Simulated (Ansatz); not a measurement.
**YbOs3 (AuCu3 type): other levels of theory at one geometry**

An exercise on one series of results from a longer session: the logs are not shown, and one member is left open.

Method: DFT at several levels, plane waves, PAW, in Ansatz 0.2.0.

1 further run of the same task is left out (it didn't finish). Runs told in other sessions of the task aren't counted.

## The system as given

Symmetry: Pm-3m, No. 221, cubic system. Conventional cell: a = 4.013 Å, b = 4.013 Å, c = 4.013 Å, α = 90.00°, β = 90.00°, γ = 90.00°. Yb (site symmetry m-3m) has 12 Os at 2.84 Å in its first shell of neighbours. Around Os (site symmetry 4/mmm) lie 4 Yb at 2.84 Å and 8 Os at 2.84 Å.

As a file:

```cif
data_structure
_symmetry_space_group_name_H-M 'Pm-3m'
_symmetry_Int_Tables_number 221
_cell_length_a 4.0126
_cell_length_b 4.0126
_cell_length_c 4.0126
_cell_angle_alpha 90.000
_cell_angle_beta 90.000
_cell_angle_gamma 90.000
_cell_volume 64.61
loop_
_atom_site_label
_atom_site_type_symbol
_atom_site_symmetry_multiplicity
_atom_site_Wyckoff_symbol
_atom_site_fract_x
_atom_site_fract_y
_atom_site_fract_z
_atom_site_occupancy
Yb1 Yb 1 a 0.00000 0.00000 0.00000 1
Os1 Os 3 c 0.00000 0.50000 0.50000 1
```

An earlier run at PBE left this cell at 16.152 Å³/atom and 0.00 GPa (8×8×8 mesh), a metal on this mesh.

Levels to run: PBE+SOC; r²SCAN; PBEsol; LDA; HSE06. Hardware: 2 threads of Arm Neoverse V2, shared host.

Set-up of the first run:

The input, input.yaml:

```yaml
crystal:
  lattice:
    - [4.0126238335, 0.0, 0.0]
    - [0.0, 4.0126238335, 0.0]
    - [0.0, 0.0, 4.0126238335]
  atoms:
    - { symbol: Yb, position: [0.0, 0.0, 0.0] }
    - { symbol: Os, position: [0.0, 0.5, 0.5] }
    - { symbol: Os, position: [0.5, 0.5, 0.0] }
    - { symbol: Os, position: [0.5, 0.0, 0.5] }
basis:
  ecutwfc: 420
  ecutrho_ratio: 4
kpoints:
  mp_grid: { grid: [8, 8, 8] }
hamiltonian:
  xc: pbe
scf:
  occupations: { method: gaussian, width: 0.05 }
output:
  forces: true
  stress: true
  eigenvalues: true
  populations: true
  hubbard: { sites: [{ species: Yb, l: f }] }
  dos: { projected: true, de: 0.02 }
  write_density: true
  write_potential: true
  elf: true
  volumetric_format: npy
magnetization:
  noncollinear: true
  spin_orbit: true
```

On the command line:

```
$ ansatz run input.yaml --threads 2 --pin off --max-ram 2662MiB --backend cpu --events-out ev --progress --plain --runs-dir out
```

Steps of the session up to this table: PBE+SOC; r²SCAN; PBEsol; LDA; HSE06.

One of the session's tables, all rows but one given; the rest of the session is left out.

```
  level  pressure (GPa)
    PBE             0.0
    LDA           -13.9
 PBEsol            -8.9
PBE+SOC               ?
 r²SCAN            -4.9
  HSE06            -5.6
```

Q: Estimate the row for PBE+SOC from the others.

**Answer.** pressure (GPa): 0.6. In the column «pressure (GPa)» it is the highest.

The pressure runs from -13.9 GPa (LDA) to 0.6 GPa (PBE+SOC); a negative pressure means that level wants a smaller cell, a positive one a larger cell. Total energies of different levels have different zeros and can't be compared.

Limits of these values: Warnings in the runs' records: stress scf threshold loose, stress exchange threshold loose, filled band counts differ across k points.
